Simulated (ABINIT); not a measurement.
Crystal: HfIn4SiO6.

```xyz
12
Lattice="2.7159 -4.7036 0.0083 2.7159 4.7036 0.0083 -1.8792 0.0000 7.4013" Properties=species:S:1:pos:R:3 pbc="T T T"
Hf    2.7159   -2.7125    0.0083
In    1.7763   -1.1453    3.7090
In    2.7159    0.4231    0.0083
In    1.7763    2.0313    3.7090
In    1.7763   -4.3098    3.7090
Si    2.7159    3.5589    0.0083
O    -1.1497    0.2444    6.4159
O     4.7022    0.2444    1.0021
O     1.9910   -1.2091    6.4253
O     1.5616   -1.2091    0.9927
O     1.8741    2.2355    0.9933
O     1.6785    2.2355    6.4246
```

The cell was built by a generator and needn't be a form met in nature.

```yaml
Program: ABINIT 10.8.3 (patched build)
Task: relaxation of cell and atoms
Functional: PBE
Dispersion: D3(BJ)
Potentials_or_basis: Ansatz PAW PBE generated set soft_1, frozen core
Cutoff: 435 eV
k_mesh: 3 × 3 × 2
Occupations: fermi-dirac, width 0.05 eV
Spin: no spin polarisation
```

At the start: pressure -2.3 GPa; volume 15.77 Å³/atom.

How do energy, volume and symmetry change on relaxing?

Over 7 steps the energy falls by 3.6 meV/atom and the volume is 15.42 Å³/atom (-2.2 %); space group C2 (No. 5, to 0.05 Å).

Step by step:
| step | energy change (eV) | largest force (eV/Å) | pressure (GPa) | volume (Å³) |
| --- | --- | --- | --- | --- |
| 1 | 0.0000 | 0.2462 | -2.27 | 189.24 |
| 2 | -0.0178 | 0.2439 | -1.39 | 187.92 |
| 3 | -0.0381 | 0.1111 | 0.29 | 184.75 |
| 4 | -0.0413 | 0.1019 | 0.32 | 184.85 |
| 5 | -0.0427 | 0.0305 | 0.00 | 185.13 |
| 6 | -0.0430 | 0.0275 | -0.08 | 185.13 |
| 7 | -0.0432 | 0.0253 | -0.09 | 185.03 |

Final structure:
```xyz
12
Lattice="2.6998 -4.6767 0.0108 2.6998 4.6767 0.0108 -1.8610 0.0000 7.3198" Properties=species:S:1:pos:R:3 pbc="T T T"
Hf    2.6998   -2.6972    0.0108
In    1.7693   -1.1622    3.6707
In    2.6998    0.4220    0.0108
In    1.7693    2.0738    3.6707
In    1.7693   -4.3191    3.6707
Si    2.6998    3.5394    0.0108
O    -1.1308    0.2407    6.3368
O     4.6694    0.2407    1.0045
O     1.9857   -1.1972    6.3490
O     1.5529   -1.1972    0.9924
O     1.8660    2.2207    0.9925
O     1.6726    2.2207    6.3489
```

Caveat: the k mesh is coarse (spacing up to 0.46 Å⁻¹), so the values aren't converged; the atomic spheres overlap; pairwise dispersion overbinds metals, which lowers pressure and volume.
